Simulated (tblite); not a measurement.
# C3H8O2Si: the cost of one run

The runs use tblite 0.8.0 and PySCF 2.14.0, with density-fitted response routines of our own; the level of theory stands in each step. All values are computed, except where a source is named. Atoms count from 0, in the outputs and in this text.

## (1) The molecule as given

14 atoms, charge 0, multiplicity 1; geometry from: force field or distance geometry start.

Bonds of the start (Å): C0–O1 1.41, O1–Si2 1.74, Si2–C3 1.85, C3–C4 1.52, C3–O5 1.21, C0–H6 1.11, C0–H7 1.10, C0–H8 1.11, Si2–H9 1.48, Si2–H10 1.47, C4–H11 1.12, C4–H12 1.11, C4–H13 1.11.

## (2) Relaxing the molecule with GFN2-xTB

Job settings and geometry (Å):

```
{"job": {"kind": "relax", "xc": "GFN2-xTB", "basis": "xTB"}, "charge": 0, "multiplicity": 1}
C     -2.536600    -0.354200    -0.115000
O     -1.296900    -0.489700    -0.764400
Si    -0.256700     0.633100     0.053400
C      1.488100     0.465100    -0.523300
C      2.408400    -0.538100     0.157400
O      1.898600     1.145700    -1.431500
H     -2.314500    -0.377300     0.969800
H     -3.258200    -1.128500    -0.426000
H     -2.866400     0.679000    -0.348500
H     -0.294300     0.252700     1.484800
H     -0.770500     2.007200    -0.086400
H      2.009100    -1.565700    -0.025600
H      2.339000    -0.316700     1.247900
H      3.450400    -0.413000    -0.214900
```

Launch:

```sh
$ OMP_NUM_THREADS=1 python probes_run.py task.json out
```

This one command runs all jobs of the session in turn.

Q: Estimate the wall time of this first job on 1 thread of Arm Neoverse N1, shared host.

About 1.6 s.
